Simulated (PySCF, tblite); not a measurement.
# C3H3F3O3S: excited states, first hyperpolarisability

Aim: compute the excited states, first hyperpolarisability of C3H3F3O3S (`O=S(=O)(/C=C/O)C(F)(F)F`).

Computed with tblite 0.8.0 and PySCF 2.14.0 and routines of our own; the level stands in each step. Atoms count from 0.

## 1. The system as given

13 atoms, charge 0, multiplicity 1; geometry from: force field or distance geometry start.

## 2. Relaxing the molecule with GFN2-xTB

The job: settings as JSON, then the geometry in Å.

```
{"job": {"kind": "relax", "xc": "GFN2-xTB", "basis": "xTB"}, "charge": 0, "multiplicity": 1}
O     -0.559500    -1.055200    -1.693300
S     -0.794600    -0.895200    -0.211700
O     -1.259700    -2.161700     0.423900
C      0.736900    -0.476500     0.581300
C      1.632800     0.118100    -0.167200
O      2.879600     0.516000     0.278600
C     -1.885600     0.475100     0.090900
F     -1.266600     1.591500    -0.469500
F     -2.031400     0.735700     1.437600
F     -3.059500     0.188000    -0.554000
H      0.927200    -0.706100     1.619300
H      1.392400     0.322900    -1.221600
H      3.283700     1.347800    -0.131900
```

The run is started by

```console
OMP_NUM_THREADS=1 python excited_run.py task.json out
```

This one command runs all jobs of the session in turn.

What it wrote:

```text
step      E/eV     max force
  0   -1020.15763    6.806
  1   -1020.85872    1.985
  2   -1020.98667    1.030
  3   -1021.05839    0.715
  4   -1021.08889    0.499
  5   -1021.09857    0.297
  6   -1021.10785    0.325
  7   -1021.12044    0.363
  8   -1021.13251    0.365
  9   -1021.14034    0.220
 10   -1021.14600    0.164
 11   -1021.15104    0.192
 12   -1021.15711    0.255
 13   -1021.16161    0.208
 14   -1021.16456    0.126
 15   -1021.16635    0.136
 16   -1021.16771    0.166
 17   -1021.16883    0.113
 18   -1021.17008    0.077
 19   -1021.17060    0.072
 20   -1021.17150    0.078
 21   -1021.17219    0.064
 22   -1021.17273    0.070
 23   -1021.17303    0.052
 24   -1021.17326    0.036
 25   -1021.17347    0.040
 26   -1021.17372    0.061
 27   -1021.17401    0.070
 28   -1021.17424    0.050
 29   -1021.17439    0.030
 30   -1021.17449    0.027
 31   -1021.17459    0.036
 32   -1021.17472    0.037
 33   -1021.17485    0.031
 34   -1021.17495    0.031
 35   -1021.17502    0.028
 36   -1021.17509    0.023
 37   -1021.17516    0.028
 38   -1021.17523    0.026
 39   -1021.17531    0.024
 40   -1021.17539    0.022
 41   -1021.17549    0.028
 42   -1021.17558    0.026
 43   -1021.17565    0.022
 44   -1021.17570    0.020
 45   -1021.17576    0.023
 46   -1021.17584    0.027
 47   -1021.17592    0.029
 48   -1021.17599    0.023
 49   -1021.17604    0.015
 50   -1021.17608    0.018
 51   -1021.17611    0.018
 52   -1021.17613    0.013
 53   -1021.17615    0.012
 54   -1021.17617    0.012
 55   -1021.17619    0.014
 56   -1021.17621    0.014
 57   -1021.17623    0.013
 58   -1021.17627    0.020
 59   -1021.17632    0.022
 60   -1021.17637    0.022
 61   -1021.17642    0.023
 62   -1021.17646    0.018
 63   -1021.17650    0.016
 64   -1021.17653    0.015
 65   -1021.17656    0.017
 66   -1021.17659    0.017
 67   -1021.17663    0.018
 68   -1021.17665    0.012
 69   -1021.17667    0.013
 70   -1021.17668    0.014
 71   -1021.17671    0.023
 72   -1021.17674    0.029
 73   -1021.17679    0.024
 74   -1021.17683    0.015
 75   -1021.17685    0.016
 76   -1021.17687    0.016
 77   -1021.17690    0.020
 78   -1021.17693    0.017
 79   -1021.17697    0.017
 80   -1021.17700    0.017
 81   -1021.17704    0.020
 82   -1021.17708    0.020
 83   -1021.17711    0.011
 84   -1021.17711    0.004
```

It took 0.46 s on 1 thread of Arm Neoverse V2, shared host.

Along the way: (not every step is listed)

| step | energy from step 0 (eV) | largest force (eV/Å) |
| --- | --- | --- |
| 0 | 0.0000 | 6.8064 |
| 1 | -0.7011 | 1.9849 |
| 2 | -0.8290 | 1.0300 |
| 3 | -0.9008 | 0.7147 |
| 4 | -0.9313 | 0.4994 |
| 5 | -0.9409 | 0.2966 |
| 6 | -0.9502 | 0.3250 |
| 7 | -0.9628 | 0.3628 |
| 8 | -0.9749 | 0.3649 |
| 15 | -1.0087 | 0.1357 |
| 22 | -1.0151 | 0.0703 |
| 29 | -1.0168 | 0.0303 |
| 36 | -1.0175 | 0.0235 |
| 43 | -1.0180 | 0.0217 |
| 50 | -1.0184 | 0.0185 |
| 57 | -1.0186 | 0.0132 |
| 64 | -1.0189 | 0.0152 |
| 71 | -1.0191 | 0.0233 |
| 78 | -1.0193 | 0.0168 |
| 79 | -1.0193 | 0.0171 |
| 80 | -1.0194 | 0.0171 |
| 81 | -1.0194 | 0.0197 |
| 82 | -1.0195 | 0.0200 |
| 83 | -1.0195 | 0.0107 |
| 84 | -1.0195 | 0.0042 |

Close pairs (by a distance rule), those that changed most:

| bond | before (Å) | after (Å) | change (Å) |
| --- | --- | --- | --- |
| S1–C6 | 1.778 | 1.897 | +0.120 |
| O0–S1 | 1.509 | 1.429 | -0.080 |
| S1–O2 | 1.491 | 1.425 | -0.066 |
| C6–F7 | 1.394 | 1.336 | -0.058 |
| C4–O5 | 1.383 | 1.332 | -0.050 |
| C6–F9 | 1.370 | 1.322 | -0.048 |
| C6–F8 | 1.379 | 1.332 | -0.047 |
| O5–H12 | 1.012 | 0.965 | -0.046 |

The end geometry stands in the next job.

## 3. Vibrational analysis with GFN2-xTB

The job: settings as JSON, then the geometry in Å.

```
{"job": {"kind": "ir", "xc": "GFN2-xTB", "basis": "xTB"}, "charge": 0, "multiplicity": 1}
O     -0.489320    -0.971907    -1.671959
S     -0.702482    -0.988773    -0.259052
O     -1.260542    -2.143403     0.362197
C      0.735362    -0.423450     0.581209
C      1.666690     0.184370    -0.148386
O      2.789409     0.687185     0.363254
C     -1.892711     0.446682     0.092121
F     -1.352770     1.567563    -0.395183
F     -2.038743     0.607483     1.406605
F     -3.083955     0.274289    -0.455185
H      0.775686    -0.585022     1.640299
H      1.497921     0.265078    -1.217310
H      3.351065     1.080391    -0.316337
```

What it wrote:

```text
mode    cm-1     km/mol
  1      32.9      0.58
  2      43.3      2.23
  3     116.3      5.93
  4     137.2      7.74
  5     154.0      5.31
  6     184.6     17.38
  7     268.0      4.51
  8     287.9      5.85
  9     302.0      6.51
 10     365.2      5.72
 11     375.9      9.80
 12     429.8     90.23
 13     464.6     36.00
 14     474.5      2.03
 15     500.2    279.76
 16     525.9    229.61
 17     659.8      3.56
 18     716.1     72.64
 19     800.2     85.97
 20     982.5     15.83
 21    1058.5    189.23
 22    1080.1     56.94
 23    1097.8    192.88
 24    1127.8     72.75
 25    1159.1    293.47
 26    1185.5    177.74
 27    1236.9    337.86
 28    1293.0    336.82
 29    1312.9    149.66
 30    1675.1    324.38
 31    3032.0     10.53
 32    3161.5      5.67
 33    3507.7     90.28
```

It took 0.37 s on 1 thread of Arm Neoverse V2, shared host.

Which atoms move in the most intense modes:

| cm⁻¹ | km/mol | atoms |
| --- | --- | --- |
| 500 | 279.8 | S1 42 %, O0 20 %, O2 20 % |
| 526 | 229.6 | S1 42 %, O0 13 %, O2 11 % |
| 1058 | 189.2 | H10 33 %, C6 24 % |
| 1098 | 192.9 | C6 69 %, F8 19 % |
| 1159 | 293.5 | C6 26 %, O0 16 %, O2 14 %, H12 11 % |
| 1237 | 337.9 | O5 35 %, C4 34 %, H12 21 % |
| 1293 | 336.8 | S1 32 %, H11 24 %, O2 23 %, O0 16 % |
| 1675 | 324.4 | C4 57 %, C3 37 % |

## 4. Excited states: TDA PBE0/aug-cc-pVDZ

The job, as its differences from that of step 3:

```diff
@@ -1,2 +1,2 @@
-{"job": {"kind": "ir", "xc": "GFN2-xTB", "basis": "xTB"}, "charge": 0, "multiplicity": 1}
+{"job": {"kind": "states", "xc": "PBE0", "basis": "aug-cc-pVDZ", "tda": true, "soc": true, "nstates": 6, "ntriplets": 5, "nquad": 4}, "charge": 0, "multiplicity": 1}
 O     -0.489320    -0.971907    -1.671959
```

Method: TDA PBE0/aug-cc-pVDZ excited states, vertical, gas phase, spin-orbit mean-field couplings.

What it wrote:

```text
coarse grid: 13264 points
cycle   1  E = -1038.3133484133  dE =  2.659e+00  |g| = 1.452e+00  |ddm| = 8.750e+00
cycle   2  E = -1037.0448869295  dE =  1.268e+00  |g| = 3.000e+00  |ddm| = 7.531e+00
cycle   3  E = -1038.6944112916  dE = -1.650e+00  |g| = 2.622e-01  |ddm| = 5.617e+00
cycle   4  E = -1038.7040839014  dE = -9.673e-03  |g| = 1.662e-01  |ddm| = 8.722e-01
cycle   5  E = -1038.7098244045  dE = -5.741e-03  |g| = 2.975e-02  |ddm| = 3.277e-01
cycle   6  E = -1038.7100149301  dE = -1.905e-04  |g| = 8.995e-03  |ddm| = 7.883e-02
cycle   7  E = -1038.7100306880  dE = -1.576e-05  |g| = 3.145e-03  |ddm| = 1.691e-02
cycle   8  E = -1038.7100326013  dE = -1.913e-06  |g| = 5.821e-04  |ddm| = 5.237e-03
final grid: 129928 points
cycle   9  E = -1038.7177148101  dE = -3.420e-05  |g| = 1.085e-02  |ddm| = 1.458e-01
cycle  10  E = -1038.7176792275  dE =  3.558e-05  |g| = 1.726e-02  |ddm| = 5.348e-02
cycle  11  E = -1038.7177387981  dE = -5.957e-05  |g| = 2.395e-03  |ddm| = 3.152e-02
cycle  12  E = -1038.7177399675  dE = -1.169e-06  |g| = 2.817e-04  |ddm| = 4.951e-03
cycle  13  E = -1038.7177399803  dE = -1.284e-08  |g| = 1.412e-04  |ddm| = 7.480e-04
cycle  14  E = -1038.7177399846  dE = -4.320e-09  |g| = 3.187e-05  |ddm| = 3.168e-04
cycle  15  E = -1038.7177399848  dE = -2.065e-10  |g| = 9.683e-06  |ddm| = 7.826e-05
converged SCF energy = -1038.7177399848

Singlet excitations
state   eV       nm        f     d(h-e)  d(exc)  Lambda  PR(NTO)  |dmu|/D   mu/D   main configurations
  1   6.3285   195.9   0.00723   1.738   3.210   0.439   1.121    5.093    1.592   H-1->L 0.87
  2   6.3460   195.4   0.00069   2.310   3.758   0.297   1.124   10.011    5.496   H->L+1 0.92
  3   6.7573   183.5   0.07241   1.558   3.161   0.414   1.047    4.213    1.383   H-2->L 0.70, H->L 0.23
  4   6.9875   177.4   0.33150   0.251   3.125   0.570   1.241    0.831    4.509   H->L 0.55, H-2->L 0.25
  5   7.3479   168.7   0.00273   2.170   3.372   0.277   1.125                     H-3->L 0.91
  6   7.4264   167.0   0.13945   4.029   5.288   0.219   1.276                     H-1->L+1 0.86

Triplet excitations (Tamm-Dancoff)
state   eV     d(h-e)  d(exc)  Lambda  PR(NTO)   main configurations
  1   4.2327   0.231   2.253   0.772   1.006   H->L 0.94
  2   5.9706   1.577   3.089   0.430   1.025   H-1->L 0.95
  3   6.1728   2.133   3.637   0.291   1.020   H->L+1 0.93
  4   6.6070   1.850   3.125   0.298   1.007   H-2->L 0.96
  5   7.1384   1.853   3.103   0.282   1.027   H-3->L 0.93
S1 - T1 = 2.0958 eV

Spin-orbit couplings |<S|Hso|T>| (cm-1)
             T1       T2       T3       T4       T5
S0        1.379    6.096   12.400   15.764   16.133
S1        6.710    2.025    2.343   33.831    8.682
S2        3.916    1.050    0.258    7.903    2.122
S3        7.836   28.211    5.759    5.704   35.528
S4        4.689   18.518    8.056   11.396   21.694
S5        5.591   10.603    1.838   38.941    9.869
S6        0.288   13.582    9.712   10.923    3.184
T1 sublevels (cm-1): 0.000 0.000 0.002   radiative rates (1/s): 0.101 1.83 0.856
```

Run time: 1.7 min. Hardware: 1 thread of Arm Neoverse V2, shared host; peak memory 1 GiB.

From this job:

| quantity | value |
| --- | --- |
| S1 less T1 | 2.10 eV |

Orbitals, density, ELF and potential are computed afterwards from the orbital file.

Frontier orbitals at PBE0/aug-cc-pVDZ, with the share of their density that lies nearest to each atom:

| orbital | energy (eV) | lies on |
| --- | --- | --- |
| HOMO | -8.43 | C3 43 %; O5 20 %; C4 17 % |
| LUMO | -1.34 | C4 33 %; C3 17 %; S1 10 % |

ELF in a plane through or near 6 of the atoms.

Ten even steps from '0' (0.00) to '9' (0.99):
```
0000000000000000000000000000
0000000000000000000000000000
0000000000000000000000000000
0000000000000000111000000000
0000000000000014553000000000
0000000000000158785001000000
0000033100000168174045200000
0000378411220037774488510000
0000599754564101432768620000
0000378771265323885578510000
0000036661385675795135200000
0000024435885872152000000000
0000001004787761375310000000
0000000003675236748740000000
0000000002442016738740000000
0000000000000016888520000000
0000000000000013554200000000
0000000000000000111000000000
0000000000000000000000000000
0000000000000000000000000000
```
The map spans 12.1 Å across and 9.2 Å up, centred on the molecule. Atoms in the plane (x, y in Å): O2 (1.5, -2.0), C4 (-1.7, 0.0), C6 (1.8, 0.7), F7 (1.1, 1.8), F9 (3.0, 0.7), H12 (-3.5, 0.7).

On the surface of density 0.002 e/bohr³ the electrostatic potential runs, from the 1st to the 99th percentile, from -1.36 V near O2 to 3.34 V near H12.

## 5. Excited states: TDDFT PBE0/aug-cc-pVDZ

The job, as its differences from that of step 4:

```diff
@@ -1,2 +1,2 @@
-{"job": {"kind": "states", "xc": "PBE0", "basis": "aug-cc-pVDZ", "tda": true, "soc": true, "nstates": 6, "ntriplets": 5, "nquad": 4}, "charge": 0, "multiplicity": 1}
+{"job": {"kind": "states", "xc": "PBE0", "basis": "aug-cc-pVDZ", "tpa": true, "nstates": 6, "nquad": 5, "ntriplets": 0}, "charge": 0, "multiplicity": 1}
 O     -0.489320    -0.971907    -1.671959
```

With the program's defaults for keys left out, this is: TDDFT PBE0/aug-cc-pVDZ excited states, vertical, gas phase, two-photon moments by quadratic response.

What it wrote:

```text
coarse grid: 13264 points
cycle   1  E = -1038.3133484133  dE =  2.659e+00  |g| = 1.452e+00  |ddm| = 8.750e+00
cycle   2  E = -1037.0448869295  dE =  1.268e+00  |g| = 3.000e+00  |ddm| = 7.531e+00
cycle   3  E = -1038.6944112916  dE = -1.650e+00  |g| = 2.622e-01  |ddm| = 5.617e+00
cycle   4  E = -1038.7040839014  dE = -9.673e-03  |g| = 1.662e-01  |ddm| = 8.722e-01
cycle   5  E = -1038.7098244045  dE = -5.741e-03  |g| = 2.975e-02  |ddm| = 3.277e-01
cycle   6  E = -1038.7100149301  dE = -1.905e-04  |g| = 8.995e-03  |ddm| = 7.883e-02
cycle   7  E = -1038.7100306880  dE = -1.576e-05  |g| = 3.145e-03  |ddm| = 1.691e-02
cycle   8  E = -1038.7100326013  dE = -1.913e-06  |g| = 5.821e-04  |ddm| = 5.237e-03
final grid: 129928 points
cycle   9  E = -1038.7177148101  dE = -3.420e-05  |g| = 1.085e-02  |ddm| = 1.458e-01
cycle  10  E = -1038.7176792275  dE =  3.558e-05  |g| = 1.726e-02  |ddm| = 5.348e-02
cycle  11  E = -1038.7177387981  dE = -5.957e-05  |g| = 2.395e-03  |ddm| = 3.152e-02
cycle  12  E = -1038.7177399675  dE = -1.169e-06  |g| = 2.817e-04  |ddm| = 4.951e-03
cycle  13  E = -1038.7177399803  dE = -1.284e-08  |g| = 1.412e-04  |ddm| = 7.480e-04
cycle  14  E = -1038.7177399846  dE = -4.320e-09  |g| = 3.187e-05  |ddm| = 3.168e-04
cycle  15  E = -1038.7177399848  dE = -2.065e-10  |g| = 9.683e-06  |ddm| = 7.826e-05
converged SCF energy = -1038.7177399848

Singlet excitations
state   eV       nm        f     d(h-e)  d(exc)  Lambda  PR(NTO)  |dmu|/D   mu/D   delta(TPA)   sigma/GM   main configurations
  1   6.2964   196.9   0.01692   1.627   3.171   0.463   1.073    4.630    1.628       19.68      0.286   H-1->L 0.83, H->L 0.12
  2   6.3375   195.6   0.00170   2.312   3.763   0.298   1.089   10.016    5.511        4.01      0.059   H->L+1 0.92
  3   6.5837   188.3   0.27289   0.267   2.952   0.639   1.130    0.650    4.729       48.93      0.777   H->L 0.72, H-2->L 0.11, H-1->L 0.10
  4   6.8379   181.3   0.08002   1.638   3.164   0.334   1.058    4.357    1.328       19.50      0.334   H-2->L 0.85, H->L 0.09
  5   7.3373   169.0   0.00273   2.138   3.330   0.278   1.095    5.909    1.167        1.75      0.035   H-3->L 0.93
  6   7.4040   167.5   0.08467   4.287   5.393   0.196   1.118                                            H-1->L+1 0.93
```

Wall time 2.1 min (1 thread of Arm Neoverse V2, shared host); peak memory 1.1 GiB.

## 6. First hyperpolarisability: quadratic response PBE0/aug-cc-pVDZ

The job, as its differences from that of step 5:

```diff
@@ -1,2 +1,2 @@
-{"job": {"kind": "states", "xc": "PBE0", "basis": "aug-cc-pVDZ", "tpa": true, "nstates": 6, "nquad": 5, "ntriplets": 0}, "charge": 0, "multiplicity": 1}
+{"job": {"kind": "beta", "xc": "PBE0", "basis": "aug-cc-pVDZ", "wavelengths": [1907, 1064]}, "charge": 0, "multiplicity": 1}
 O     -0.489320    -0.971907    -1.671959
```

Level: quadratic response PBE0/aug-cc-pVDZ first hyperpolarisability, Taylor convention, gas phase.

What it wrote:

```text
coarse grid: 13264 points
cycle   1  E = -1038.3133484133  dE =  2.659e+00  |g| = 1.452e+00  |ddm| = 8.750e+00
cycle   2  E = -1037.0448869295  dE =  1.268e+00  |g| = 3.000e+00  |ddm| = 7.531e+00
cycle   3  E = -1038.6944112916  dE = -1.650e+00  |g| = 2.622e-01  |ddm| = 5.617e+00
cycle   4  E = -1038.7040839014  dE = -9.673e-03  |g| = 1.662e-01  |ddm| = 8.722e-01
cycle   5  E = -1038.7098244045  dE = -5.741e-03  |g| = 2.975e-02  |ddm| = 3.277e-01
cycle   6  E = -1038.7100149301  dE = -1.905e-04  |g| = 8.995e-03  |ddm| = 7.883e-02
cycle   7  E = -1038.7100306880  dE = -1.576e-05  |g| = 3.145e-03  |ddm| = 1.691e-02
cycle   8  E = -1038.7100326013  dE = -1.913e-06  |g| = 5.821e-04  |ddm| = 5.237e-03
final grid: 129928 points
cycle   9  E = -1038.7177148101  dE = -3.420e-05  |g| = 1.085e-02  |ddm| = 1.458e-01
cycle  10  E = -1038.7176792275  dE =  3.558e-05  |g| = 1.726e-02  |ddm| = 5.348e-02
cycle  11  E = -1038.7177387981  dE = -5.957e-05  |g| = 2.395e-03  |ddm| = 3.152e-02
cycle  12  E = -1038.7177399675  dE = -1.169e-06  |g| = 2.817e-04  |ddm| = 4.951e-03
cycle  13  E = -1038.7177399803  dE = -1.284e-08  |g| = 1.412e-04  |ddm| = 7.480e-04
cycle  14  E = -1038.7177399846  dE = -4.320e-09  |g| = 3.187e-05  |ddm| = 3.168e-04
cycle  15  E = -1038.7177399848  dE = -2.065e-10  |g| = 9.683e-06  |ddm| = 7.826e-05
converged SCF energy = -1038.7177399848

Lowest singlets (eV, f): 6.2964 0.0169  6.3375 0.0017  6.5837 0.2729

First hyperpolarisability (au)
process     nm      |vector|   parallel      HRS      DR
static         -       87.17      28.03      46.55    2.85
shg       1907.0       90.75      30.72      48.51    2.84
eope      1907.0       88.32       28.9          -       -
shg       1064.0      100.18      37.74      53.58    2.82
eope      1064.0       91.02      30.92          -       -
```

Run time: 93 s. Hardware: 1 thread of Arm Neoverse V2, shared host; peak memory 1.1 GiB.

## 7. Summary of results

| quantity | value |
| --- | --- |
| strongest single infrared mode (GFN2-xTB) | 1237 cm⁻¹, 338 km/mol |
| zero-point energy (GFN2-xTB) | 42.5 kcal/mol |
| S1 less T1 (step 4, TDA PBE0/aug-cc-pVDZ) | 2.10 eV |
| potential on the surface of density 0.002 e/bohr³, 1st and 99th percentile | -1.36 V and 3.34 V |
| β vector (step 6, quadratic response PBE0/aug-cc-pVDZ) | static 87, SHG 1907.0 nm 91, SHG 1064.0 nm 100 au |

What this shows: All 33 modes are real, so the xTB geometry is a minimum. The strongest single mode, at 1237 cm⁻¹, is carried by O5, C4, H12. Unscaled tight-binding wavenumbers are off by several per cent, some by more. Its intensities can rank the bands wrongly. In step 4, the number of triplets below S1 is 3, and the largest singlet-triplet spin-orbit coupling is S5–T4, 38.94 cm⁻¹. By nearest atom (PBE0/aug-cc-pVDZ), the HOMO sits on C3 43 %; O5 20 % and the LUMO on C4 33 %; C3 17 %. β grows from 87 au (static) to 100 au for doubling at 1064.0 nm: normal dispersion, which grows as twice the photon energy moves toward the bright states.
